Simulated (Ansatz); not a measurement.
# C2H11BSSi2: shift of H13 from C4 to S6, part 2 of 3

How high is the barrier for the shift of H13 from C4 to S6? Relax the two ends, then run a nudged elastic band between them. SMILES of the start: B[SiH]([SiH3])C(C)S.

Ansatz 0.2.0; RKS PBE0-D4/6-31G*. The steps go on from the part before.

## Step 5: More of the same log: end point B relaxed

The log, continued:

```text
relax step  14: F+E_penalty+E_count = -29501.29788388 eV  Δ(F+E_penalty+E_count) = -4.807e-2 eV  max|allowed force component| = 2.744e-1 eV/Å  Δτ_max = 0.1165 Å  (30 SCF iters, accepted)
these checks for a lower state are left out or cut short: starts, cluster_reference, orbital_swaps, neighbouring_geometries, increment
1400 factors; integrals over basis functions are off by at most 6.6e-4 eV
mean field -29500.86597793 eV, -1084.1368282839 hartree, gradient 1.2e-5 eV, S^2 0.000000; 0 other end points of the search recorded, 0 dependent functions left out
the calculation of the forces begins
reference -29500.86601161 eV, -1084.1368295215 hartree; 36, 36 occupied and 88, 88 virtual orbitals, 1400 factors
relax step  15: F+E_penalty+E_count = -29501.27743713 eV  Δ(F+E_penalty+E_count) = +2.045e-2 eV  max|allowed force component| = 7.208e-1 eV/Å  Δτ_max = 0.2000 Å  (30 SCF iters, rejected (line search))
these checks for a lower state are left out or cut short: starts, cluster_reference, orbital_swaps, neighbouring_geometries, increment
1400 factors; integrals over basis functions are off by at most 6.6e-4 eV
mean field -29500.90642898 eV, -1084.1383148324 hartree, gradient 1.2e-5 eV, S^2 0.000000; 0 other end points of the search recorded, 0 dependent functions left out
the calculation of the forces begins
reference -29500.90646286 eV, -1084.1383160777 hartree; 36, 36 occupied and 88, 88 virtual orbitals, 1400 factors
relax step  16: F+E_penalty+E_count = -29501.31710964 eV  Δ(F+E_penalty+E_count) = -1.923e-2 eV  max|allowed force component| = 8.154e-2 eV/Å  Δτ_max = 0.0976 Å  (30 SCF iters, accepted)
these checks for a lower state are left out or cut short: starts, cluster_reference, orbital_swaps, neighbouring_geometries, increment
1400 factors; integrals over basis functions are off by at most 6.6e-4 eV
mean field evaluation 128: about -29500.8705 eV, gradient 8.7e-1 eV
mean field -29500.90775416 eV, -1084.1383635320 hartree, gradient 1.1e-5 eV, S^2 0.000000; 0 other end points of the search recorded, 0 dependent functions left out
the calculation of the forces begins
reference -29500.90778804 eV, -1084.1383647769 hartree; 36, 36 occupied and 88, 88 virtual orbitals, 1400 factors
relax step  17: F+E_penalty+E_count = -29501.31898752 eV  Δ(F+E_penalty+E_count) = -1.878e-3 eV  max|allowed force component| = 4.163e-2 eV/Å  Δτ_max = 0.0273 Å  (30 SCF iters, accepted)
these checks for a lower state are left out or cut short: starts, cluster_reference, orbital_swaps, neighbouring_geometries, increment
1400 factors; integrals over basis functions are off by at most 6.6e-4 eV
mean field -29500.90784845 eV, -1084.1383669971 hartree, gradient 1.0e-5 eV, S^2 0.000000; 0 other end points of the search recorded, 0 dependent functions left out
the calculation of the forces begins
reference -29500.90788226 eV, -1084.1383682396 hartree; 36, 36 occupied and 88, 88 virtual orbitals, 1400 factors
relax step  18: F+E_penalty+E_count = -29501.32025419 eV  Δ(F+E_penalty+E_count) = -1.267e-3 eV  max|allowed force component| = 4.687e-2 eV/Å  Δτ_max = 0.0626 Å  (29 SCF iters, accepted)
these checks for a lower state are left out or cut short: starts, cluster_reference, orbital_swaps, neighbouring_geometries, increment
1400 factors; integrals over basis functions are off by at most 6.5e-4 eV
mean field -29500.90830779 eV, -1084.1383838774 hartree, gradient 9.8e-6 eV, S^2 0.000000; 0 other end points of the search recorded, 0 dependent functions left out
the calculation of the forces begins
reference -29500.90834159 eV, -1084.1383851195 hartree; 36, 36 occupied and 88, 88 virtual orbitals, 1400 factors
relax step  19: F+E_penalty+E_count = -29501.32087833 eV  Δ(F+E_penalty+E_count) = -6.241e-4 eV  max|allowed force component| = 2.010e-2 eV/Å  Δτ_max = 0.0185 Å  (25 SCF iters, accepted)
these checks for a lower state are left out or cut short: starts, cluster_reference, orbital_swaps, neighbouring_geometries, increment
1400 factors; integrals over basis functions are off by at most 6.5e-4 eV
mean field -29500.90841526 eV, -1084.1383878270 hartree, gradient 1.1e-5 eV, S^2 0.000000; 0 other end points of the search recorded, 0 dependent functions left out
the calculation of the forces begins
reference -29500.90844905 eV, -1084.1383890687 hartree; 36, 36 occupied and 88, 88 virtual orbitals, 1400 factors
relax step  20: F+E_penalty+E_count = -29501.32136704 eV  Δ(F+E_penalty+E_count) = -4.887e-4 eV  max|allowed force component| = 3.118e-2 eV/Å  Δτ_max = 0.0421 Å  (30 SCF iters, accepted)
these checks for a lower state are left out or cut short: starts, cluster_reference, orbital_swaps, neighbouring_geometries, increment
1400 factors; integrals over basis functions are off by at most 6.5e-4 eV
mean field evaluation 160: about -29500.9084 eV, gradient 1.0e-5 eV
mean field -29500.90844521 eV, -1084.1383889276 hartree, gradient 1.0e-5 eV, S^2 0.000000; 0 other end points of the search recorded, 0 dependent functions left out
the calculation of the forces begins
reference -29500.90847895 eV, -1084.1383901676 hartree; 36, 36 occupied and 88, 88 virtual orbitals, 1400 factors
relax step  21: F+E_penalty+E_count = -29501.32151992 eV  Δ(F+E_penalty+E_count) = -1.529e-4 eV  max|allowed force component| = 3.564e-2 eV/Å  Δτ_max = 0.0342 Å  (30 SCF iters, accepted)
these checks for a lower state are left out or cut short: starts, cluster_reference, orbital_swaps, neighbouring_geometries, increment
1400 factors; integrals over basis functions are off by at most 6.5e-4 eV
mean field -29500.90870641 eV, -1084.1383985263 hartree, gradient 1.6e-5 eV, S^2 0.000000; 0 other end points of the search recorded, 0 dependent functions left out
the calculation of the forces begins
reference -29500.90874015 eV, -1084.1383997663 hartree; 36, 36 occupied and 88, 88 virtual orbitals, 1400 factors
relax step  22: F+E_penalty+E_count = -29501.32182459 eV  Δ(F+E_penalty+E_count) = -3.047e-4 eV  max|allowed force component| = 1.191e-2 eV/Å  Δτ_max = 0.0065 Å  (24 SCF iters, accepted)
1400 factors; integrals over basis functions are off by at most 6.5e-4 eV
mean field -29500.90870641 eV, -1084.1383985263 hartree, gradient 1.6e-5 eV, S^2 0.000000; 1 other end points of the search recorded, 0 dependent functions left out
the calculation of the forces begins
reference -29500.90874015 eV, -1084.1383997663 hartree; 36, 36 occupied and 88, 88 virtual orbitals, 1400 factors
Total energy: -29501.32185833 eV, -1084.1535815795 hartree
Atom 0 at     0.002431    -1.919087    -1.297837 Å, force    -0.000109     0.003927    -0.001132 eV/Å
Atom 1 at     0.149718    -0.890882     0.387749 Å, force     0.009114     0.011586    -0.004890 eV/Å
Atom 2 at     2.459041    -0.367899     0.081937 Å, force    -0.011192     0.002931    -0.005260 eV/Å
Atom 3 at    -0.889340     0.609538     0.583670 Å, force     0.006389    -0.000198     0.005472 eV/Å
Atom 4 at    -1.238517     1.553569    -0.530484 Å, force     0.008252    -0.003012    -0.004196 eV/Å
Atom 5 at    -1.186945     1.080733     2.150862 Å, force     0.001287     0.008276    -0.000873 eV/Å
Atom 6 at    -0.320400    -1.402081    -2.331995 Å, force     0.000536    -0.000788     0.000664 eV/Å
Atom 7 at     0.419668    -3.042360    -1.352795 Å, force     0.000290    -0.003902     0.003796 eV/Å
Atom 8 at     0.125008    -1.689968     1.650874 Å, force    -0.002619    -0.002519     0.003885 eV/Å
Atom 9 at     2.922566     0.420011     1.266363 Å, force     0.001050    -0.001503    -0.001584 eV/Å
Atom 10 at     3.359362    -1.553542    -0.048216 Å, force    -0.003147     0.002044    -0.000930 eV/Å
Atom 11 at     2.672877     0.492370    -1.121507 Å, force     0.003285    -0.003246     0.004187 eV/Å
Atom 12 at    -0.717684     2.366574     2.432938 Å, force    -0.002318    -0.011911    -0.004212 eV/Å
Atom 13 at    -0.655976     2.489433    -0.505865 Å, force     0.001238    -0.003554     0.003182 eV/Å
Atom 14 at    -1.052383     1.084779    -1.502677 Å, force    -0.007188     0.003387     0.001436 eV/Å
Atom 15 at    -2.303353     1.836700    -0.508450 Å, force    -0.000140     0.000083    -0.002500 eV/Å
Atom 16 at    -2.476542     1.562471     2.209203 Å, force    -0.004729    -0.001601     0.002954 eV/Å
Dipole moment:    -0.492620     0.495080     0.347021 e Å
```

It took 1.8 min on 2 threads of Arm Neoverse V2, shared host; peak memory 0.34 GiB.

Relaxation path:

```tsv
step	energy from step 1 (eV)	largest force component (eV/Å)
1	0.0000	3.2278
2	-1.2820	1.4826
3	-1.8897	1.6634
4	-2.2524	1.6570
5	-2.4634	0.7015
6	-2.5366	0.2358
7	-2.5746	0.5514
8	-2.7018	0.8922
9	-2.8756	0.9152
10	-3.0543	0.6806
11	-3.1790	0.7420
12	-3.2701	0.4565
13	-3.2975	0.4999
14	-3.3456	0.2744
15x	-3.3251	0.7208
16	-3.3648	0.0815
17	-3.3667	0.0416
18	-3.3679	0.0469
19	-3.3686	0.0201
20	-3.3691	0.0312
21	-3.3692	0.0356
22	-3.3695	0.0119
```

Step 1 is the start. 1 step was tried and not accepted (marked x).

After: Bond lengths (14 of 16 bonds, heavy atoms first): B1–Si2 1.980 Å, Si2–Si3 2.387 Å, Si2–C4 1.836 Å, C4–C5 1.501 Å, C4–S6 1.663 Å, B1–H7 1.200 Å, B1–H8 1.200 Å, Si2–H9 1.495 Å, Si3–H10 1.496 Å, Si3–H11 1.494 Å, Si3–H12 1.495 Å, S6–H13 1.398 Å, C5–H14 1.103 Å, C5–H15 1.095 Å. Angles (14 of 27 angles, heavy atoms first): B1–Si2–Si3 94.4°, B1–Si2–C4 118.2°, Si3–Si2–C4 112.5°, Si2–C4–C5 124.5°, Si2–C4–S6 115.7°, C5–C4–S6 118.6°, B1–Si2–H9 116.1°, Si3–Si2–H9 104.0°, C4–Si2–H9 109.7°, Si2–B1–H7 122.0°, Si2–B1–H8 120.0°, Si2–Si3–H10 108.3°, Si2–Si3–H11 114.8°, Si2–Si3–H12 111.6°.

## Step 6: The band

crystal.atoms is end A as relaxed above, and neb.final_atoms is end B, turned to lie on A. With 5 inner images the band has 7 in all. The start path is listed, through a guess of the saddle.

input.yaml

```yaml
crystal:
  periodic: [false, false, false]
  atoms:
    - { symbol: B, position_ang: [-0.099874, -1.991706, -1.397684] }
    - { symbol: Si, position_ang: [-0.027833, -0.943023, 0.306152] }
    - { symbol: Si, position_ang: [2.17783, -0.119735, 0.439231] }
    - { symbol: C, position_ang: [-1.227187, 0.534949, 0.43501] }
    - { symbol: C, position_ang: [-1.141743, 1.46291, -0.774113] }
    - { symbol: S, position_ang: [-0.843701, 1.534574, 1.927289] }
    - { symbol: H, position_ang: [-0.511518, -1.528529, -2.424363] }
    - { symbol: H, position_ang: [0.360861, -3.097378, -1.441987] }
    - { symbol: H, position_ang: [-0.229367, -1.811265, 1.509706] }
    - { symbol: H, position_ang: [2.587603, 0.099523, 1.854227] }
    - { symbol: H, position_ang: [3.128116, -1.096736, -0.172571] }
    - { symbol: H, position_ang: [2.298485, 1.163602, -0.310838] }
    - { symbol: H, position_ang: [-2.256489, 0.167499, 0.527233] }
    - { symbol: H, position_ang: [-0.132122, 1.870487, -0.897045] }
    - { symbol: H, position_ang: [-1.399826, 0.918184, -1.688581] }
    - { symbol: H, position_ang: [-1.835155, 2.306474, -0.67676] }
    - { symbol: H, position_ang: [-0.86708, 0.529771, 2.825194] }
basis:
  gaussian: { orbitals: "6-31G*" }
hamiltonian:
  xc: pbe0
  dispersion: d4
neb:
  order_check: false
  images: 5
  f_tol: 0.03
  max_iterations: 51
  final_atoms:
    - { symbol: B, position_ang: [0.12198039, -1.97789297, -1.51764531] }
    - { symbol: Si, position_ang: [0.08986784, -1.05992333, 0.23632152] }
    - { symbol: Si, position_ang: [2.39446712, -0.44090997, 0.16115799] }
    - { symbol: C, position_ang: [-1.01929883, 0.38857697, 0.43851682] }
    - { symbol: C, position_ang: [-1.31192441, 1.3925491, -0.63891924] }
    - { symbol: S, position_ang: [-1.46306349, 0.74411734, 2.00163812] }
    - { symbol: H, position_ang: [-0.13440894, -1.40420814, -2.54045911] }
    - { symbol: H, position_ang: [0.58564744, -3.08044932, -1.60837393] }
    - { symbol: H, position_ang: [-0.00774155, -1.94176255, 1.43942824] }
    - { symbol: H, position_ang: [2.7278945, 0.28137991, 1.42829888] }
    - { symbol: H, position_ang: [3.34782746, -1.5845226, 0.03262303] }
    - { symbol: H, position_ang: [2.67312372, 0.50428131, -0.96268808] }
    - { symbol: H, position_ang: [-1.06894002, 2.02326024, 2.40365798] }
    - { symbol: H, position_ang: [-0.77018873, 2.34362258, -0.50556544] }
    - { symbol: H, position_ang: [-1.02827168, 0.99604578, -1.6196819] }
    - { symbol: H, position_ang: [-2.38514932, 1.63786874, -0.6892278] }
    - { symbol: H, position_ang: [-2.7708215, 1.17756791, 1.98101824] }
  initial_path:
    images:
      - { positions_ang: [[-0.099874, -1.991706, -1.397684], [-0.027833, -0.943023, 0.306152], [2.17783, -0.119735, 0.439231], [-1.227187, 0.534949, 0.43501], [-1.141743, 1.46291, -0.774113], [-0.843701, 1.534574, 1.927289], [-0.511518, -1.528529, -2.424363], [0.360861, -3.097378, -1.441987], [-0.229367, -1.811265, 1.509706], [2.587603, 0.099523, 1.854227], [3.128116, -1.096736, -0.172571], [2.298485, 1.163602, -0.310838], [-2.256489, 0.167499, 0.527233], [-0.132122, 1.870487, -0.897045], [-1.399826, 0.918184, -1.688581], [-1.835155, 2.306474, -0.67676], [-0.86708, 0.529771, 2.825194]] }
      - { positions_ang: [[-0.08037613, -2.00995267, -1.39119435], [0.02546558, -0.96160934, 0.28794761], [2.17041902, -0.11655469, 0.38589296], [-1.18811479, 0.47411657, 0.42018371], [-1.11071048, 1.43103774, -0.76206515], [-0.9137815, 1.41332053, 1.95607648], [-0.65309963, -1.59389052, -2.32747157], [0.4673197, -3.02329793, -1.50998845], [-0.15233496, -1.84208355, 1.48308126], [2.51223004, 0.28712081, 1.75503975], [3.14368509, -1.12783059, -0.02846374], [2.32509917, 1.03733215, -0.49039386], [-2.22988284, 0.6247779, 0.63407951], [-0.12160865, 1.88310962, -0.81146389], [-1.31333591, 0.90285095, -1.69594654], [-1.84286913, 2.25799975, -0.65499679], [-1.05710458, 0.36315427, 2.78978307]] }
      - { positions_ang: [[-0.06087826, -2.02819933, -1.3847047], [0.07876416, -0.98019567, 0.26974323], [2.16300803, -0.11337439, 0.33255492], [-1.14904257, 0.41328414, 0.40535743], [-1.07967795, 1.39916548, -0.75001731], [-0.98386199, 1.29206705, 1.98486396], [-0.79468127, -1.65925204, -2.23058015], [0.5737784, -2.94921786, -1.57798991], [-0.07530291, -1.87290211, 1.45645652], [2.43685707, 0.47471863, 1.65585249], [3.15925418, -1.15892519, 0.11564351], [2.35171335, 0.9110623, -0.66994971], [-2.20327669, 1.08205681, 0.74092602], [-0.1110953, 1.89573224, -0.72588277], [-1.22684581, 0.8875179, -1.70331207], [-1.85058327, 2.2095255, -0.63323359], [-1.24712917, 0.19653754, 2.75437213]] }
      - { positions_ang: [[-0.04138039, -2.046446, -1.37821504], [0.13206273, -0.99878201, 0.25153884], [2.15559705, -0.11019408, 0.27921688], [-1.10997036, 0.35245172, 0.39053114], [-1.04864543, 1.36729322, -0.73796946], [-1.05394249, 1.17081358, 2.01365144], [-0.9362629, -1.72461356, -2.13368872], [0.68023709, -2.87513778, -1.64599136], [0.00172913, -1.90372066, 1.42983178], [2.36148411, 0.66231644, 1.55666524], [3.17482327, -1.19001978, 0.25975077], [2.37832752, 0.78479245, -0.84950557], [-2.17667053, 1.53933571, 0.84777254], [-0.10058195, 1.90835485, -0.64030166], [-1.14035572, 0.87218486, -1.71067761], [-1.8582974, 2.16105125, -0.61147038], [-1.43715375, 0.0299208, 2.7189612]] }
      - { positions_ang: [[0.01307321, -2.02359499, -1.4246918], [0.11799777, -1.01916245, 0.2464664], [2.2352204, -0.22043271, 0.23986391], [-1.07974652, 0.36449347, 0.40652637], [-1.13640509, 1.37571185, -0.70495272], [-1.19031616, 1.0285815, 2.009647], [-0.66897825, -1.61781175, -2.26927885], [0.64870721, -2.94357496, -1.63345222], [-0.00142776, -1.91640129, 1.4330306], [2.48362091, 0.5353376, 1.51387645], [3.23249133, -1.32152072, 0.18404152], [2.47659292, 0.69128874, -0.88723307], [-1.80742703, 1.70064389, 1.36640102], [-0.32378421, 2.0534441, -0.59538959], [-1.10299437, 0.91347183, -1.68034571], [-2.03391471, 1.98665708, -0.63738952], [-1.88170967, 0.41246984, 2.47298021]] }
      - { positions_ang: [[0.0675268, -2.00074398, -1.47116856], [0.10393281, -1.03954289, 0.24139396], [2.31484376, -0.33067134, 0.20051095], [-1.04952267, 0.37653522, 0.42252159], [-1.22416475, 1.38413047, -0.67193598], [-1.32668982, 0.88634942, 2.00564256], [-0.40169359, -1.51100995, -2.40486898], [0.61717733, -3.01201214, -1.62091307], [-0.00458465, -1.92908192, 1.43622942], [2.6057577, 0.40835875, 1.47108767], [3.2901594, -1.45302166, 0.10833228], [2.57485832, 0.59778503, -0.92496058], [-1.43818352, 1.86195206, 1.8850295], [-0.54698647, 2.19853334, -0.55047751], [-1.06563303, 0.9547588, -1.6500138], [-2.20953201, 1.81226291, -0.66330866], [-2.32626558, 0.79501888, 2.22699922]] }
      - { positions_ang: [[0.12198039, -1.97789297, -1.51764531], [0.08986784, -1.05992333, 0.23632152], [2.39446712, -0.44090997, 0.16115799], [-1.01929883, 0.38857697, 0.43851682], [-1.31192441, 1.3925491, -0.63891924], [-1.46306349, 0.74411734, 2.00163812], [-0.13440894, -1.40420814, -2.54045911], [0.58564744, -3.08044932, -1.60837393], [-0.00774155, -1.94176255, 1.43942824], [2.7278945, 0.28137991, 1.42829888], [3.34782746, -1.5845226, 0.03262303], [2.67312372, 0.50428131, -0.96268808], [-1.06894002, 2.02326024, 2.40365798], [-0.77018873, 2.34362258, -0.50556544], [-1.02827168, 0.99604578, -1.6196819], [-2.38514932, 1.63786874, -0.6892278], [-2.7708215, 1.17756791, 1.98101824]] }
```

On the command line:

```sh
ansatz run input.yaml --threads 2 --pin off --max-ram 3072MiB --backend cpu --events-out ev --progress --plain --runs-dir out
```

Output:

```text
Warning: RAYON_NUM_THREADS=2 ignored (pool sized by the plan → 2); use --threads N
Engine: ansatz 0.2.0, aarch64-unknown-linux-gnu
Functional definition: PBE0
  parameter a = 0.25
  parameter kappa = 0.804
  parameter beta = 0.06672455060314922
  exchange = (1 - a)*pbe_x(kappa = kappa, mu = beta*pi^2/3) + a*exact_x
  correlation = pbe_c(beta = beta)
1394 factors; integrals over basis functions are off by at most 7.2e-4 eV
mean field evaluation 1: about -29499.8412 eV, gradient 3.8e1 eV
mean field evaluation 2: about -29498.0855 eV, gradient 4.6e1 eV
mean field evaluation 4: about -29503.5074 eV, gradient 2.0e0 eV
mean field evaluation 8: about -29503.5415 eV, gradient 5.1e-2 eV
mean field evaluation 16: about -29503.5415 eV, gradient 6.5e-5 eV
mean field -29503.54147521 eV, -1084.2351509953 hartree, gradient 6.5e-5 eV, S^2 0.000000; 0 other end points of the search recorded, 0 dependent functions left out
[... 4 lines left out ...]
mean field -29500.90875792 eV, -1084.1384004195 hartree, gradient 5.5e-5 eV, S^2 0.000000; 0 other end points of the search recorded, 0 dependent functions left out
[... 2 lines left out ...]
NEB end point (image 0): max|allowed force component| = 1.596e-2 eV/Å (the criterion of neb.relax_end_points is 1.000e-2)
NEB end point (image 6): max|allowed force component| = 1.206e-2 eV/Å (the criterion of neb.relax_end_points is 1.000e-2)
[... 1 line left out ...]
mean field -29502.57799398 eV, -1084.1997437132 hartree, gradient 5.7e-5 eV, S^2 0.000000; 0 other end points of the search recorded, 0 dependent functions left out
[... 4 lines left out ...]
mean field -29500.02782495 eV, -1084.1060267298 hartree, gradient 3.2e-5 eV, S^2 0.000000; 0 other end points of the search recorded, 0 dependent functions left out
[... 3 lines left out ...]
mean field -29497.63104628 eV, -1084.0179467385 hartree, gradient 3.0e-5 eV, S^2 0.000000; 0 other end points of the search recorded, 0 dependent functions left out
[... 4 lines left out ...]
mean field -29495.39419158 eV, -1083.9357438442 hartree, gradient 6.4e-5 eV, S^2 0.000000; 0 other end points of the search recorded, 0 dependent functions left out
[... 3 lines left out ...]
mean field -29493.97504113 eV, -1083.8835910274 hartree, gradient 3.2e-5 eV, S^2 0.000000; 0 other end points of the search recorded, 0 dependent functions left out
[... from here on, the SCF cycles and remarks between the steps are left out, and one step in 5 is shown ...]
NEB iter   1: max|band force component| = 2.567e1 eV/Å  barrier→ = 9.5687 eV  barrier← = 6.9228 eV  Δτ_max = 0.2000 Å  (192 SCF iters)
NEB iter   2: max|band force component| = 6.754e0 eV/Å  barrier→ = 4.7522 eV  barrier← = 2.1064 eV  Δτ_max = 0.2000 Å  (153 SCF iters)
NEB iter   5: max|band force component| = 7.450e-1 eV/Å  barrier→ = 4.3465 eV  barrier← = 1.7006 eV  Δτ_max = 0.0613 Å  (151 SCF iters)
NEB iter  10: max|band force component| = 3.326e0 eV/Å  barrier→ = 3.4669 eV  barrier← = 0.8211 eV  CI = image 3  Δτ_max = 0.0923 Å  (139 SCF iters)
NEB iter  15: max|band force component| = 3.591e-1 eV/Å  barrier→ = 4.1655 eV  barrier← = 1.5196 eV  CI = image 3  Δτ_max = 0.1979 Å  (146 SCF iters)
NEB iter  20: max|band force component| = 1.779e-1 eV/Å  barrier→ = 4.0613 eV  barrier← = 1.4154 eV  CI = image 3  Δτ_max = 0.0998 Å  (147 SCF iters)
NEB iter  25: max|band force component| = 2.082e-1 eV/Å  barrier→ = 4.0535 eV  barrier← = 1.4077 eV  CI = image 3  Δτ_max = 0.0502 Å  (134 SCF iters)
NEB iter  30: max|band force component| = 2.033e-1 eV/Å  barrier→ = 4.0522 eV  barrier← = 1.4064 eV  CI = image 3  Δτ_max = 0.1005 Å  (132 SCF iters)
NEB iter  35: max|band force component| = 2.295e-1 eV/Å  barrier→ = 4.0518 eV  barrier← = 1.4059 eV  CI = image 3  Δτ_max = 0.0251 Å  (129 SCF iters)
NEB iter  40: max|band force component| = 8.829e-1 eV/Å  barrier→ = 4.0515 eV  barrier← = 1.4056 eV  CI = image 3  Δτ_max = 0.1018 Å  (128 SCF iters)
[... 4 lines left out ...]
this run last wrote the band of iteration 51 to <dir>
Error: NEB band did not converge after 51 iterations: max|band force component| = 1.09e-1 eV/Å (threshold 3.0e-2); raise `neb.max_iterations` in a new run, which can start from the last band evaluated (`neb.initial_path`, with `crystal.atoms` and `neb.final_atoms` set to its first and last images), add images, or start from endpoints closer to local minima. Where this run's directory can be resumed (`checkpoint.write`), a resume goes on for up to `neb.max_iterations` more; to start a new run from the last band, take its images' positions from the `neb_iteration` event of iteration 51 (`data.images[].positions_ang`), in the event stream of the run that computed that iteration (not this run's, if it was resumed behind it). With `checkpoint.write`, `steps/00-neb/state/checkpoint.json` in the run directory holds the last saved band, under `neb.evaluated.images[].positions_ang` (a band under a hybrid functional on support functions is neither saved nor resumed: `neb.initial_path` says where its path is): check the last entry of `neb.iterations` there, which is earlier than 51 if that iteration was not saved or its write failed. If the band's step has no `state` directory and holds `state.next`, a write was cut short, and the file is under `state.next` instead (behind a loss of power it can be under `state.prev`)
this run wrote the band of iteration 51 to <dir> as well, whether or not its events were kept: a new run's `neb.initial_path` can list its `images[].positions_ang`
a run's events are kept only if it was started with --events-out <file>, and are in that file
```

Wall time 19 min (2 threads of Arm Neoverse V2, shared host); peak memory 0.36 GiB.

(Part 2 of 3 ends here.)
